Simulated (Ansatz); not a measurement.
# C3H9In (trimethylindium (TMIn)): CAM-B3LYP/def2-SVP (core potential)

Aim: the energy change on altering one bond length of C3H9In (trimethylindium (TMIn)) at CAM-B3LYP/def2-SVP (core potential), from 2 runs. 

The calculation is run with Ansatz 0.2.0.

35 further runs of the same task are left out: 2 that didn't finish, 33 set aside as unsound or not needed.

## (1) The system as given

The species is C3H9In (13 atoms), meant as a singlet with charge 0. SMILES: `[CH3][In]([CH3])[CH3]`. The shape is that of a PBE0-D4/def2-TZVP optimisation.

Bond lengths: C1–In2 2.164 Å, In2–C3 2.164 Å, In2–C4 2.164 Å, C1–H5 1.091 Å, C1–H6 1.094 Å, C1–H7 1.091 Å, C3–H8 1.091 Å, C3–H9 1.091 Å, C3–H10 1.094 Å, C4–H11 1.091 Å, C4–H12 1.094 Å, C4–H13 1.091 Å. Some angles: C1–In2–C3 120.0°, C1–In2–C4 120.1°, C3–In2–C4 119.9°, In2–C1–H5 111.3°, In2–C1–H6 109.3°, In2–C1–H7 111.3°, In2–C3–H8 111.3°, In2–C3–H9 111.4°, In2–C3–H10 109.2°, In2–C4–H11 111.4°.

## (2) The energy at CAM-B3LYP/def2-SVP (core potential)

input.yaml

```yaml
crystal:
  periodic: [false, false, false]
  atoms:
    - {symbol: C, position_ang: [-0.506200, 1.897900, -0.902800]}
    - {symbol: In, position_ang: [0.007900, -0.003300, -0.006900]}
    - {symbol: C, position_ang: [1.475300, -0.088600, 1.581000]}
    - {symbol: C, position_ang: [-0.956600, -1.818200, -0.683200]}
    - {symbol: H, position_ang: [0.329400, 2.598000, -0.853700]}
    - {symbol: H, position_ang: [-1.344900, 2.339400, -0.357000]}
    - {symbol: H, position_ang: [-0.811500, 1.777000, -1.943300]}
    - {symbol: H, position_ang: [1.276400, -0.918200, 2.261200]}
    - {symbol: H, position_ang: [1.500700, 0.842500, 2.149300]}
    - {symbol: H, position_ang: [2.467200, -0.242700, 1.146600]}
    - {symbol: H, position_ang: [-1.254700, -1.743900, -1.730100]}
    - {symbol: H, position_ang: [-1.858700, -1.990800, -0.089300]}
    - {symbol: H, position_ang: [-0.304000, -2.683700, -0.557100]}
basis:
  gaussian:
    orbitals: def2-SVP
hamiltonian:
  xc: {name: CAM-B3LYP}
accuracy: high
output: {orbitals: {seedname: orbitals}}
```

Launch:

```
ansatz run input.yaml --threads 1 --pin off --max-ram 3480MiB --events-out events.jsonl --progress --plain --runs-dir runs
```

Log:

```text
Warning: RAYON_NUM_THREADS=1 ignored (pool sized by the plan → 1); use --threads N
Functional definition: CAM-B3LYP
  name "CAM-B3LYP"
  parameter alpha = 0.19
  parameter beta = 0.46
  parameter omega = 0.33/bohr
  parameter ac = 0.81
  exchange = (1 - alpha - beta)*b88_x + beta*b88_x_sr(omega) + alpha*exact_x + beta*exact_x_lr(omega)
  correlation = (1 - ac)*vwn5_c + ac*lyp_c
2860 factors; integrals over basis functions are off by at most 1.9e-8 eV
585 factors; integrals over basis functions are off by at most 1.8e-9 eV
mean field evaluation 1: about -8416.0039 eV, gradient 6.3e1 eV
mean field evaluation 2: about -8417.5349 eV, gradient 5.7e1 eV
mean field evaluation 4: about -8425.8280 eV, gradient 4.3e-1 eV
mean field evaluation 8: about -8425.9702 eV, gradient 4.3e-3 eV
mean field evaluation 16: about -8425.9702 eV, gradient 5.3e-6 eV
mean field -8425.97024617 eV, -309.6486952190 hartree, gradient 3.9e-8 eV, S^2 0.000000; 0 other end points of the search recorded, 0 dependent functions left out
reference -8425.97027119 eV, -309.6486961385 hartree; 24, 24 occupied and 89, 89 virtual orbitals, 2860 factors
Total energy: -8425.97027119 eV, -309.6486961385 hartree
```

It took 17 s on 1 thread of Arm Neoverse V1, shared host; peak memory 0.55 GiB.

## (3) The distorted shape

job.yaml

```yaml
crystal:
  periodic: [false, false, false]
  atoms:
    - {symbol: C, position_ang: [-1.174672, 1.337826, -0.942080]}
    - {symbol: In, position_ang: [-0.660572, -0.563374, -0.046180]}
    - {symbol: C, position_ang: [0.806828, -0.648674, 1.541720]}
    - {symbol: C, position_ang: [-1.625072, -2.378274, -0.722480]}
    - {symbol: H, position_ang: [0.329400, 2.598000, -0.853700]}
    - {symbol: H, position_ang: [-2.013372, 1.779326, -0.396280]}
    - {symbol: H, position_ang: [-1.479972, 1.216926, -1.982580]}
    - {symbol: H, position_ang: [0.607928, -1.478274, 2.221920]}
    - {symbol: H, position_ang: [0.832228, 0.282426, 2.110020]}
    - {symbol: H, position_ang: [1.798728, -0.802774, 1.107320]}
    - {symbol: H, position_ang: [-1.923172, -2.303974, -1.769380]}
    - {symbol: H, position_ang: [-2.527172, -2.550874, -0.128580]}
    - {symbol: H, position_ang: [-0.972472, -3.243774, -0.596380]}
basis:
  gaussian: {orbitals: def2-SVP}
hamiltonian: {xc: {name: CAM-B3LYP}}
output: {orbitals: {seedname: orbitals}}
accuracy: high
```

Launch:

```
ansatz run job.yaml --threads 1 --pin off --max-ram 3480MiB --events-out events.jsonl --progress --plain --runs-dir runs
```

Log, shortened:

```text
Warning: RAYON_NUM_THREADS=1 ignored (pool sized by the plan → 1); use --threads N
[... 8 set-up lines as earlier in the session ...]
2865 factors; integrals over basis functions are off by at most 7.4e-9 eV
592 factors; integrals over basis functions are off by at most 1.5e-9 eV
mean field evaluation 1: about -8411.7487 eV, gradient 6.4e1 eV
mean field evaluation 2: about -8410.9750 eV, gradient 6.3e1 eV
mean field evaluation 4: about -8422.3303 eV, gradient 3.8e0 eV
mean field evaluation 8: about -8422.5056 eV, gradient 1.0e-1 eV
mean field evaluation 16: about -8422.5056 eV, gradient 8.0e-5 eV
mean field -8422.50561870 eV, -309.5213725078 hartree, gradient 3.2e-8 eV, S^2 0.000000; 0 other end points of the search recorded, 0 dependent functions left out
reference -8422.50564385 eV, -309.5213734319 hartree; 24, 24 occupied and 89, 89 virtual orbitals, 2865 factors
Total energy: -8422.50564385 eV, -309.5213734319 hartree
```

Run time: 17 s. Hardware: 1 thread of Arm Neoverse V1, shared host; peak memory 0.55 GiB.

## (4) What came out

Level: CAM-B3LYP/def2-SVP (core potential).

| quantity | value |
| --- | --- |
| first shape: total energy | -309.64870 Eh |
| first shape: HOMO energy | -8.24 eV |
| first shape: LUMO energy | 0.05 eV |
| first shape: HOMO–LUMO gap | 8.29 eV |
| distorted shape: total energy | -309.52137 Eh |
| distorted shape: HOMO energy | -8.18 eV |
| distorted shape: LUMO energy | -0.53 eV |
| distorted shape: HOMO–LUMO gap | 7.65 eV |
| energy change with the C1–H5 bond stretched from 1.091 to 1.964 Å | 3.465 eV |

In words: With the C1–H5 bond stretched from 1.091 to 1.964 Å the energy rises by 3.46 eV (334 kJ/mol). The first shape isn't relaxed at this level, so the change isn't measured from a minimum.
